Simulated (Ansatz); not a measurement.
This script makes an atomisation energy of CuH with Ansatz's Python interface.

Script `run_tae.py`:
```python
"""Atomisation energy of CuH at the given geometry."""

from collections import Counter

import ansatz as az


def energy(molecule, charge=0, unpaired=0):
    calc = molecule.calculation().basis(gaussian="def2-SVP").functional("hf")
    if charge:
        calc = calc.charge(charge)
    if unpaired:
        calc = calc.spin("collinear", total=unpaired)
    report = calc.run(threads=1, pin="off").report
    if report["published_state_doubts"]:
        print("  doubts:", report["published_state_doubts"])
    return report["free_energy_ev"]


def main() -> None:
    molecule = (
        az.Crystal.molecule()
        .atom("Cu", [0.0, 0.0, 0.0])
        .atom("H", [0.0, 0.0, 1.455])
    )

    # Hund ground states
    unpaired = {"Cu": 1, "H": 1}
    counts = Counter(site.symbol for site in molecule.cartesian_sites)
    atom_energy = {s: energy(az.Crystal.molecule().atom(s, (0, 0, 0)), 0, unpaired[s]) for s in counts}
    whole = energy(molecule, 0, 0)
    for s, e in atom_energy.items():
        print(f"{s:2s} x{counts[s]}  {e:14.5f} eV")
    print(f"CuH: {whole:.5f} eV")
    split = sum(counts[s] * e for s, e in atom_energy.items()) - whole
    print(f"atomisation energy (no zero-point term): {split:.3f} eV, {split / sum(counts.values()):.3f} eV an atom")


if __name__ == "__main__":
    main()
```

What does it cost to take this molecule apart into atoms?

1.307 eV from the electronic energies, without the zero-point term.

The run itself:

Output of `python run_tae.py`:
```text
Cu x1    -44590.98798 eV
H  x1       -13.58606 eV
CuH: -44605.88071 eV
atomisation energy (no zero-point term): 1.307 eV, 0.653 eV an atom
```

Total energies depend on the basis set; only differences at equal settings carry meaning. The geometry is a force-field or estimated start, not a minimum of this method, and the basis set is short of its limit. All parts are taken at fixed geometry, without zero-point energy. Hartree-Fock leaves correlation out, so bond, atomisation and ionisation energies come out well too low. The whole script took 0.6 s on 1 thread of AMD EPYC 9R45 (Zen 5), with other jobs on the host, peak memory 0.14 GiB.
